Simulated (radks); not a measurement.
# Ag³⁺ in [Ar] 3d10 4s2 4p5 4d8 4f1: an all-electron calculation

One table from this session's results is given with a row withheld; the runs are named, their logs left out.

Program: radks (a radial shooting solver on a logarithmic mesh, Libxc functionals) version 1. Level of theory: Dirac Kohn-Sham, exchange-only B88, spin-unpolarised, spherical densities, finite nucleus; open shells fill j = l - 1/2 first. These are calculated values, not measurements, unless marked.

## The system

* element: silver (Z = 47)
* charge: +3
* electrons: 44
* configuration: [Ar] 3d10 4s2 4p5 4d8 4f1
* nuclear rms radius: 4.5454 fm

The first run:

Input:

```text
Z 47
configuration [Ar] 3d10 4s2 4p5 4d8 4f1
relativity Dirac
functional b88,
spin unpolarised
j_filling energy
nucleus finite rms 4.5454 fm
c 137.035999084
```

Run with:

```console
> python run_ks.py task.json out
```

All runs below come from this command, one after another.

One of the session's tables, all rows but one given; the rest of the session is left out.

It belongs to the step «Orbitals and density». From the orbitals of this run (lengths in bohr):

```
level      <r>  outermost maximum (interpolated)  90 % within  nodes
1s1/2  0.03111                            0.0202       0.0558      0
2s1/2   0.1345                             0.114        0.208      1
2p1/2   0.1141                            0.0882        0.187      0
2p3/2   0.1192                            0.0924        0.194      0
3s1/2        ?                                 ?            ?      ?
3p1/2   0.3599                             0.319        0.543      1
3p3/2   0.3708                             0.329        0.558      1
3d3/2   0.3435                             0.272        0.544      0
3d5/2   0.3470                             0.275        0.549      0
4s1/2   0.8985                             0.818         1.30      3
4p1/2   0.9553                             0.852         1.40      2
4p3/2   0.9832                             0.876         1.44      2
4d3/2    1.194                             0.987         1.84      1
4d5/2    1.205                             0.996         1.85      1
4f5/2    3.651                              3.21         5.71      0
4f7/2    3.655                              3.21         5.72      0
```

Estimate the missing values for 3s1/2.

**Answer.** <r>: 0.3683; outermost maximum (interpolated): 0.333; 90 % within: 0.543; nodes: 2. In the column «<r>» it lies between 3p1/2 (0.3599) and 3p3/2 (0.3708).
